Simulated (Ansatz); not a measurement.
**LaReN3 (Pm-3m): one cell, many starting occupations (series 2), part 1 of 2**

Aim: start the open shells of LaReN3 (Pm-3m) from different occupation matrices at one fixed cell, and see in which states the SCF ends. Cell and atoms stay fixed.

Computed with Ansatz 0.2.0 (DFT LDA+U (U_eff = 6 eV on Re d), plane waves, PAW, no spin–orbit coupling unless a run says so, unless a step's input says otherwise).

### 1 The structure to begin with

The structure is cubic, space group Pm-3m (No. 221). Conventional cell: a = 3.955 Å, b = 3.955 Å, c = 3.955 Å, α = 90.00°, β = 90.00°, γ = 90.00°. La (site symmetry m-3m) is surrounded by 12 N at 2.80 Å. N (site symmetry 4/mmm) is surrounded by 2 Re at 1.98 Å and 4 La at 2.80 Å. Re (site symmetry m-3m) has 6 N at 1.98 Å as nearest neighbours.

As a file:

```
CELL_PARAMETERS angstrom
3.95489 0.00000 0.00000
0.00000 3.95489 0.00000
0.00000 0.00000 3.95489
ATOMIC_POSITIONS crystal
La 0.00000 0.00000 0.00000
N 0.00000 0.50000 0.50000
N 0.50000 0.00000 0.50000
N 0.50000 0.50000 0.00000
Re 0.50000 0.50000 0.50000
```

Magnetic order typed: ferromagnetic.

The runs: random orbitals: single harmonics, second filling; random orbitals: fully mixed, first filling; random orbitals: single harmonics, first filling; random orbitals: fully mixed, one electron more; random orbitals: drawn by pairs, first filling.

An earlier series on this cell reached its lowest free state from «from atoms, symmetry kept, no search», perhaps among other starts.

### 2 Random orbitals: single harmonics, second filling

Input file input.yaml:

```yaml
crystal:
  lattice:
    - [3.95489326, 0.0, 0.0]
    - [0.0, 3.95489326, 0.0]
    - [0.0, 0.0, 3.95489326]
  atoms:
    - { symbol: La, position: [0.0, 0.0, 0.0] }
    - { symbol: "N", position: [0.0, 0.5, 0.5] }
    - { symbol: "N", position: [0.5, 0.0, 0.5] }
    - { symbol: "N", position: [0.5, 0.5, 0.0] }
    - { symbol: Re, position: [0.5, 0.5, 0.5], spin: 1.0 }
basis:
  ecutwfc: 420
  ecutrho_ratio: 4
kpoints:
  mp_grid: { grid: [5, 5, 5] }
hamiltonian:
  xc: lda
  hubbard:
    sites:
      - { site: 4, l: d, u_eff: 6.0, starting_ns: [{ spin: up, occupation_matrix: s4up }, { spin: down, occupation_matrix: s4down }] }
    occupation_matrices:
      s4up:
        matrix:
          - [0.02, 0.0, 0.0, 0.0, 0.0]
          - [0.0, 0.97, 0.0, 0.0, 0.0]
          - [0.0, 0.0, 0.02, 0.0, 0.0]
          - [0.0, 0.0, 0.0, 0.02, 0.0]
          - [0.0, 0.0, 0.0, 0.0, 0.02]
      s4down:
        matrix:
          - [0.02, 0.0, 0.0, 0.0, 0.0]
          - [0.0, 0.02, 0.0, 0.0, 0.0]
          - [0.0, 0.0, 0.02, 0.0, 0.0]
          - [0.0, 0.0, 0.0, 0.02, 0.0]
          - [0.0, 0.0, 0.0, 0.0, 0.02]
    ns_hold: { iters: 5 }
scf:
  occupations: { method: gaussian, width: 0.05 }
  lower_state_search: "off"
  max_iter: 150
output:
  forces: true
  stress: true
  eigenvalues: true
  populations: true
  hubbard: { sites: [{ site: 4, l: d }] }
magnetization:
  spin_polarized: true
```

The typed matrices put 0.97 on the chosen orbitals and 0.02 on the others, and are held for 5 cycles.

Launch:

```bash
$ ansatz run input.yaml --threads 4 --pin off --max-ram 6144MiB --backend cpu --events-out ev --progress --plain --runs-dir out
```

The log of the run, shortened:

```text
Warning: crystal.symmetry: narrowed to the stabiliser of the occupation matrices — unitary ops 48 → 16; lowered by the specified shell (site 4, l: d); largest admitted image defect 8.9e-16, smallest excluded 9.5e-1 — at a splitting's scale: the group the occupation matrices' own texture admits
Warning: RAYON_NUM_THREADS=4 ignored (pool sized by the plan → 4); use --threads N
La: projections on atomic orbitals take those of the free atom [Kr 4d10] 4f0 5s2 5p6 5d1 6s2, of charge +0.00 (hamiltonian.pseudopotentials.projection_atoms); the dataset's partial waves leave at most 1.9e-5 of an orbital's norm unspanned inside its sphere
N: projections on atomic orbitals take those of the free atom [He] 2s2 2p3, of charge +0.00 (hamiltonian.pseudopotentials.projection_atoms); the dataset's partial waves leave at most 9.3e-9 of an orbital's norm unspanned inside its sphere
Re: projections on atomic orbitals take those of the free atom [Kr 4d10 4f14] 5s2 5p6 5d5 6s2, of charge +0.00 (hamiltonian.pseudopotentials.projection_atoms); the dataset's partial waves leave at most 7.1e-5 of an orbital's norm unspanned inside its sphere
[...]
Pseudopotentials: kind: paw
Pseudopotential: La, paw, valence charge 11, recommended cutoff 420 eV (normal), La.paw.azcp
Pseudopotential: N, paw, valence charge 5, recommended cutoff 420 eV (normal), N.paw.azcp
Pseudopotential: Re, paw, valence charge 15, recommended cutoff 420 eV (normal), Re.paw.azcp
Functional definition: SPW92
[...]
Crystal: 5 atoms, lattice volume = 61.859 Å³
Basis set: ecut = 420 eV, 1213 PW (Γ)
Bands: 26, of which v1, the nominal top of the filled ones, is band 21 counted from 1 (20 counted from 0)
Symmetry: 16 space group operations
k-points: 18 of 125
[...]
WARN: hamiltonian.hubbard: on 1 of 2 specified blocks the occupation matrix of this SCF's result fails the test of the specified filling. At site 4 ↑ (sites count from 0 in the list of atoms of the cell that this SCF solves) the least filled combination of the orbitals specified full has [...]
  site 4 (l=d) ↑: largest change of an orbital's occupation 0.6298; electrons 1.0500 specified, 2.8889 found; spectral distance 1.1403
  site 4 (l=d) ↓: largest change of an orbital's occupation 0.4410; electrons 0.1000 specified, 2.2336 found; spectral distance 0.9545
--- Forces (eV/Å), atoms counted from 1 ---
  atom   1  La    -0.00000000     0.00000000     0.00000000
  atom   2  N      0.00000000     0.00000000     0.00000000
  atom   3  N      0.00000000     0.00000000     0.00000000
  atom   4  N      0.00000000     0.00000000     0.00000000
  atom   5  Re    -0.00000000     0.00000000     0.00000000
[...]
--- Stress (GPa, compression-positive) ---
       -9.677366       0.000000       0.000000
        0.000000      -9.677448       0.000000
        0.000000       0.000000      -9.677366
  P = ⅓ Tr σ = -9.6774 GPa (-96.774 kbar)
--- Band table (eV; the first three rows and the last of 36) ---
[... band rows left out ...]
[...]
Occupation matrices written to <dir>
--- Löwdin populations: 5 sites ---
  site symbol       q [e]    m [muB]
     0     La     10.3247     0.0452
     1      N      5.6328     0.0156
     2      N      5.6328     0.0156
     3      N      5.6328     0.0156
     4     Re     13.6232     0.6584
  spilling = 0.003751 (of n_electrons = 41.000000)
--- Occupation matrices: 1 shell (run DFT+U table (all-electron-ortho-atomic); ε = 1.12e-3) ---
  Re4 d_5D: site group Oh (m-3m)
  Re4 d_5D up     Tr n = 2.8889  λ = 0.470 0.470 0.650 0.650 0.650  [2× z2 0.50 (Eg 1.00) Eg(1.00) | 3× xz 0.33 (T2g 1.00) T2g(1.00)]
  Re4 d_5D dn     Tr n = 2.2336  λ = 0.437 0.437 0.437 0.461 0.461  [3× xz 0.33 (T2g 1.00) T2g(1.00) | 2× z2 0.50 (Eg 1.00) Eg(1.00)]
  specified occupation → Re4 d_5D up: matrix, ‖Δ‖_F = 1.1403, Tr Δ = -1.8389, displaced = 1.2396, d_λ = 1.1403; orbital distance = 0.8165
  specified occupation → Re4 d_5D dn: matrix, ‖Δ‖_F = 0.9545, Tr Δ = -2.1336, displaced = 1.0668, d_λ = 0.9545; orbital distance = 0.0000
  Tr n, λ and their labels are of the run-group-symmetrised matrices; stabiliser: 48 of 96 elements of G0×{1,Θ} (closed), max defect 3.3e-6 at τ = 2.4e-4
```

Wall time 2.9 s (4 threads of Arm Neoverse V2, shared host); peak memory 0.44 GiB.

Result: no gap, pressure -9.7 GPa, moments in spheres Re 0.36 μB, largest force component 0.00 eV/Å, 16 symmetry operations imposed. The program reports that the typed filling wasn't kept.

How the shells are filled (orbitals counted by the eigenvalues of the occupation matrices):

| shell | channel | electrons | over 0.8 | 0.2 to 0.8 | under 0.2 |
| --- | --- | --- | --- | --- | --- |
| Re 5d (atom 5) | up | 2.89 | 0 | 5 | 0 |
| Re 5d (atom 5) | down | 2.23 | 0 | 5 | 0 |

### 3 Random orbitals: fully mixed, first filling

input.yaml, as its differences from that of step 2:

```diff
@@ -24,7 +24,7 @@
         matrix:
-          - [0.02, 0.0, 0.0, 0.0, 0.0]
-          - [0.0, 0.97, 0.0, 0.0, 0.0]
-          - [0.0, 0.0, 0.02, 0.0, 0.0]
-          - [0.0, 0.0, 0.0, 0.02, 0.0]
-          - [0.0, 0.0, 0.0, 0.0, 0.02]
+          - [0.02152, -0.00986, -0.00986, -0.01024, 0.03376]
+          - [-0.00986, 0.0841, 0.0641, 0.06657, -0.21944]
+          - [-0.00986, 0.0641, 0.0841, 0.06657, -0.21944]
+          - [-0.01024, 0.06657, 0.06657, 0.08913, -0.22787]
+          - [0.03376, -0.21944, -0.21944, -0.22787, 0.77114]
       s4down:
@@ -36,3 +36,3 @@
           - [0.0, 0.0, 0.0, 0.0, 0.02]
-    ns_hold: { iters: 5 }
+    ns_hold: until_converged
 scf:
```

The typed matrices are held until the SCF converges, then released.

Launch:

```bash
$ ansatz run input.yaml --threads 4 --pin off --max-ram 6144MiB --backend cpu --events-out ev --progress --plain --runs-dir out
```

The log of the run, shortened:

```text
Warning: crystal.symmetry: narrowed to the stabiliser of the occupation matrices — unitary ops 48 → 2; lowered by the specified shell (site 4, l: d); largest admitted image defect 4.4e-16, smallest excluded 4.4e-1 — at a splitting's scale: the group the occupation matrices' own texture admits
Warning: RAYON_NUM_THREADS=4 ignored (pool sized by the plan → 4); use --threads N
La: projections on atomic orbitals take those of the free atom [Kr 4d10] 4f0 5s2 5p6 5d1 6s2, of charge +0.00 (hamiltonian.pseudopotentials.projection_atoms); the dataset's partial waves leave at most 1.9e-5 of an orbital's norm unspanned inside its sphere
N: projections on atomic orbitals take those of the free atom [He] 2s2 2p3, of charge +0.00 (hamiltonian.pseudopotentials.projection_atoms); the dataset's partial waves leave at most 9.3e-9 of an orbital's norm unspanned inside its sphere
Re: projections on atomic orbitals take those of the free atom [Kr 4d10 4f14] 5s2 5p6 5d5 6s2, of charge +0.00 (hamiltonian.pseudopotentials.projection_atoms); the dataset's partial waves leave at most 7.1e-5 of an orbital's norm unspanned inside its sphere
[...]
[... 1 set-up line as earlier in the session ...]
[...]
WARN: hamiltonian.hubbard: on 1 of 2 specified blocks the occupation matrix of this SCF's result fails the test of the specified filling. At site 4 ↑ (sites count from 0 in the list of atoms of the cell that this SCF solves) the least filled combination of the orbitals specified full has [...]
       -9.677362      -0.000004       0.000002
       -0.000004      -9.677354       0.000003
        0.000002       0.000003      -9.677329
  P = ⅓ Tr σ = -9.6773 GPa (-96.773 kbar)
--- Band table (eV; the first three rows and the last of 126) ---
[... band rows left out ...]
[...]
Occupation matrices written to <dir>
--- Löwdin populations: 5 sites ---
  site symbol       q [e]    m [muB]
     0     La     10.3247     0.0452
     1      N      5.6328     0.0156
     2      N      5.6328     0.0156
     3      N      5.6328     0.0156
     4     Re     13.6232     0.6584
  spilling = 0.003751 (of n_electrons = 41.000000)
--- Occupation matrices: 1 shell (run DFT+U table (all-electron-ortho-atomic); ε = 9.90e-4) ---
  Re4 d_5D: site group Oh (m-3m)
  Re4 d_5D up     Tr n = 2.8889  λ = 0.470 0.470 0.650 0.650 0.650  [2× z2 0.50 (Eg 1.00) Eg(1.00) | 3× xz 0.33 (T2g 1.00) T2g(1.00)]
  Re4 d_5D dn     Tr n = 2.2336  λ = 0.437 0.437 0.437 0.461 0.461  [3× xz 0.33 (T2g 1.00) T2g(1.00) | 2× z2 0.50 (Eg 1.00) Eg(1.00)]
  specified occupation → Re4 d_5D up: matrix, ‖Δ‖_F = 1.1514, Tr Δ = -1.8389, displaced = 1.2558, d_λ = 1.1403; orbital distance = 0.8463
  specified occupation → Re4 d_5D dn: matrix, ‖Δ‖_F = 0.9545, Tr Δ = -2.1336, displaced = 1.0668, d_λ = 0.9545; orbital distance = 0.0000
  Tr n, λ and their labels are of the run-group-symmetrised matrices; stabiliser: 48 of 96 elements of G0×{1,Θ} (closed), max defect 9.3e-6 at τ = 2.1e-4
```

Wall time 13 s (4 threads of Arm Neoverse V2, shared host); peak memory 0.61 GiB.

End state: no gap, pressure -9.7 GPa, moments in spheres Re 0.36 μB, largest force component 0.00 eV/Å, 2 symmetry operations imposed. The program reports that the typed filling wasn't kept.

The shells' filling, with natural orbitals sorted by occupation:

```csv
shell,channel,electrons,over 0.8,0.2 to 0.8,under 0.2
Re 5d (atom 5),up,2.89,0,5,0
Re 5d (atom 5),down,2.23,0,5,0
```

(Continued in part 2 of 2.)
